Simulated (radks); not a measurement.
# B⁴⁺ in 1s1: an all-electron calculation

What are the levels of the boron ion B4+, how large are its shells, and how does its energy divide?

The numbers are computed with radks (a radial shooting solver on a logarithmic mesh, Libxc functionals) version 1 (non-relativistic Kohn-Sham, BLYP, spin-unpolarised, spherical densities, point nucleus), except any that are marked as measured or tabulated.

## Step 1: The system

- element: boron (Z = 5)
- charge: +4
- electrons: 1
- configuration: 1s1

The outer shells:

B⁴⁺
```
1s [↑ ]
```

## Step 2: The run

The run's settings:

```text
Z 5
configuration 1s1 2s0 2p0
relativity non-relativistic
functional b88,lyp
spin unpolarised
nucleus point
```

**Question.** What will this run give?

**Answer**, as computed:

| quantity | value |
| --- | --- |
| total energy | -12.24448 hartree |
| exchange-correlation share of it | 10.51 % |
| −T/E | 0.9988 |
| highest occupied level | 1s, -300.67 eV |
| most extended occupied level | 1s, <r> = 0.305 bohr |
| radius at density 0.001 e/bohr³ | 1.08 bohr |
| maxima of the radial density | 1 |
| ionisation energy, NIST | 340.23 (theory) eV |

What this shows: 1 principal shells are occupied and 1 maxima appear in the radial density. The ratio −T/E is 0.9988; for a non-relativistic Coulomb system it is 1 up to the kinetic part of correlation. The top level binds by 300.67 eV, 88 % of the NIST ionisation energy of 340.23 eV; the potential of a semilocal functional falls off too fast, so its top eigenvalue is too shallow. Spin polarisation and multiplet splitting are left out.
